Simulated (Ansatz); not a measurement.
# TePb4Se3: the cost of one run

Method: DFT PBE, scalar-relativistic, plane waves, PAW, in Ansatz 0.2.0.

## 1. Starting point

The structure is tetragonal, space group P4/mmm (No. 123). The conventional cell has a = 4.469 Å, b = 4.469 Å, c = 12.610 Å, α = 90.00°, β = 90.00°, γ = 90.00°. Te (site symmetry 4/mmm) has 6 Pb at 3.16 to 3.25 Å in its first shell of neighbours. Pb (site symmetry 4mm) is surrounded by 5 Se at 3.06 to 3.16 Å and 1 Te at 3.25 Å. Around Pb (site symmetry 4/mmm) lie 4 Te at 3.16 Å and 2 Se at 3.18 Å. Pb (site symmetry 4/mmm) is surrounded by 6 Se at 3.12 to 3.16 Å. Se (site symmetry 4mm) has 6 Pb at 3.12 to 3.18 Å in its first shell of neighbours. Se (site symmetry 4/mmm) has 6 Pb at 3.06 to 3.16 Å in its first shell of neighbours.

Structure file:

```cif
data_structure
_symmetry_space_group_name_H-M 'P 1'
_symmetry_Int_Tables_number 1
_cell_length_a 4.4693
_cell_length_b 4.4693
_cell_length_c 12.6104
_cell_angle_alpha 90.000
_cell_angle_beta 90.000
_cell_angle_gamma 90.000
_cell_volume 251.89
loop_
_atom_site_label
_atom_site_type_symbol
_atom_site_fract_x
_atom_site_fract_y
_atom_site_fract_z
_atom_site_occupancy
Te1 Te 0.00000 0.00000 0.00000 1
Pb1 Pb 0.00000 0.00000 0.74250 1
Pb2 Pb 0.50000 0.50000 0.00000 1
Pb3 Pb 0.00000 0.00000 0.25750 1
Pb4 Pb 0.50000 0.50000 0.50000 1
Se1 Se 0.50000 0.50000 0.25227 1
Se2 Se 0.00000 0.00000 0.50000 1
Se3 Se 0.50000 0.50000 0.74773 1
```

The start is the relaxed end of an invented cell (made as: elements ordered on the sites of the PbSe type, Te/Se on Se (P4/mmm, No. 123)), taken up again for a closer look.

## 2. A first look at the guess

Contents of input.yaml:

```yaml
crystal:
  lattice:
    - [4.4692837, 0.0, 0.0]
    - [0.0, 4.4692837, 0.0]
    - [0.0, 0.0, 12.6103972]
  atoms:
    - { symbol: Te, position: [0.0, 0.0, 0.0] }
    - { symbol: Pb, position: [0.0, 0.0, 0.742504] }
    - { symbol: Pb, position: [0.5, 0.5, 0.0] }
    - { symbol: Pb, position: [0.0, 0.0, 0.257496] }
    - { symbol: Pb, position: [0.5, 0.5, 0.5] }
    - { symbol: Se, position: [0.5, 0.5, 0.252274] }
    - { symbol: Se, position: [0.0, 0.0, 0.5] }
    - { symbol: Se, position: [0.5, 0.5, 0.747726] }
basis:
  ecutwfc: 420
kpoints:
  mp_grid: { grid: [4, 4, 2] }
hamiltonian:
  xc: pbe
scf:
  occupations: { method: gaussian, width: 0.1 }
  lower_state_search: "off"
output:
  forces: true
  stress: true
  eigenvalues: true
```

Launch:

```sh
$ ansatz run input.yaml --threads 4 --pin off --max-ram 8192MiB --backend cpu --events-out ev --progress --plain --runs-dir out
```

What time and memory should one allow on 4 threads of Intel Xeon 6975P-C (Granite Rapids), shared host?

About 1.9 s, with a peak of 0.86 GiB.
